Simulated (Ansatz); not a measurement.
**CdClH₆NSi₂: small, medium and large basis sets**

Aim: see how fast density functionals converge with the basis set for CdClH₆NSi₂.

Computed with Ansatz 0.2.0, Gaussian basis. Level: one geometry, several basis sets.

The runs, in order: PBE0-D4/def2-SVP; ωB97M-V/def2-SVP; PBE0-D4/def2-QZVPP; ωB97M-V/def2-QZVPP; the functionals' def2-TZVPP values are taken from earlier runs.

1 further run of the same task is left out (for a known fault of the program). Runs told in other sessions of the task aren't counted.

**1. Structure used throughout**

The geometry comes from an earlier relaxation with PBE0-D4 in a triple-zeta def2 set; it is a stationary point, not always the lowest conformer. Cd takes the def2 core potential; no spin-orbit term is included.

SMILES `[SiH3][N]([SiH3])[Cd][Cl]`, 11 atoms, charge 0, spin multiplicity 1.

Atoms are counted from 1 here; the program's logs count them from 0.

Bond lengths: Si1–N2 1.722 Å, Si1–H6 1.490 Å, Si1–H7 1.492 Å, Si1–H8 1.490 Å, N2–Si3 1.722 Å, N2–Cd4 2.013 Å, Si3–H9 1.492 Å, Si3–H10 1.490 Å, Si3–H11 1.490 Å, Cd4–Cl5 2.263 Å. Angles: N2–Si1–H6 112.1°, N2–Si1–H7 108.5°, N2–Si1–H8 112.1°, H6–Si1–H7 108.3°, H6–Si1–H8 107.5°, H7–Si1–H8 108.2°, Si1–N2–Si3 124.3°, Si1–N2–Cd4 117.9°, Si3–N2–Cd4 117.9°, N2–Si3–H9 108.5°, N2–Si3–H10 112.1°, N2–Si3–H11 112.1°, H9–Si3–H10 108.2°, H9–Si3–H11 108.3°, H10–Si3–H11 107.5°, N2–Cd4–Cl5 180.0°.

Geometry (Å):

```
atom    x (Å)    y (Å)    z (Å)
 Si1  -1.1553  -0.0699   1.1881
  N2  -0.0392   0.0521  -0.1176
 Si3   1.5957  -0.4846  -0.0498
 Cd4  -0.6882   0.8763  -1.8360
 Cl5  -1.4178   1.8031  -3.7677
  H6  -0.6980   0.6856   2.3885
  H7  -2.4629   0.4982   0.7484
  H8  -1.3771  -1.4833   1.6052
  H9   2.2394  -0.2106  -1.3675
 H10   1.6946  -1.9463   0.2229
 H11   2.3742   0.2225   1.0060
```

**2. PBE0-D4 in def2-SVP**

The input, in.yaml:

```yaml
crystal:
  periodic: [false, false, false]
  atoms:
    - {symbol: Si, position_ang: [-1.155250, -0.069918, 1.188126]}
    - {symbol: N, position_ang: [-0.039171, 0.052096, -0.117574]}
    - {symbol: Si, position_ang: [1.595685, -0.484579, -0.049762]}
    - {symbol: Cd, position_ang: [-0.688208, 0.876255, -1.835984]}
    - {symbol: Cl, position_ang: [-1.417765, 1.803079, -3.767713]}
    - {symbol: H, position_ang: [-0.698041, 0.685611, 2.388483]}
    - {symbol: H, position_ang: [-2.462873, 0.498181, 0.748437]}
    - {symbol: H, position_ang: [-1.377143, -1.483254, 1.605175]}
    - {symbol: H, position_ang: [2.239408, -0.210590, -1.367521]}
    - {symbol: H, position_ang: [1.694587, -1.946278, 0.222885]}
    - {symbol: H, position_ang: [2.374172, 0.222495, 1.006047]}
basis:
  gaussian: {orbitals: def2-SVP}
hamiltonian: {xc: pbe0, dispersion: d4}
output: {orbitals: {seedname: orbitals}}
```

On the command line:

```console
ansatz run in.yaml --threads 4 --pin off --events-out ev --progress --plain --max-ram 11315MiB
```

The runs that follow: ωB97M-V in def2-SVP; PBE0-D4 in def2-QZVPP; ωB97M-V in def2-QZVPP.

Before running them: what should the planned runs give, taken together? Wanted: PBE0-D4: double and triple zeta above quadruple; ωB97M-V: double and triple zeta above quadruple.

As calculated:

| quantity | value |
| --- | --- |
| PBE0-D4: double and triple zeta above quadruple | 14.03, 1.14 eV |
| ωB97M-V: double and triple zeta above quadruple | 14.08, 1.07 eV |

For PBE0-D4 the step from double to triple zeta gains 12.89 eV and the next only 1.14 eV. Total energies overstate the basis error of differences, where much of it tends to cancel.
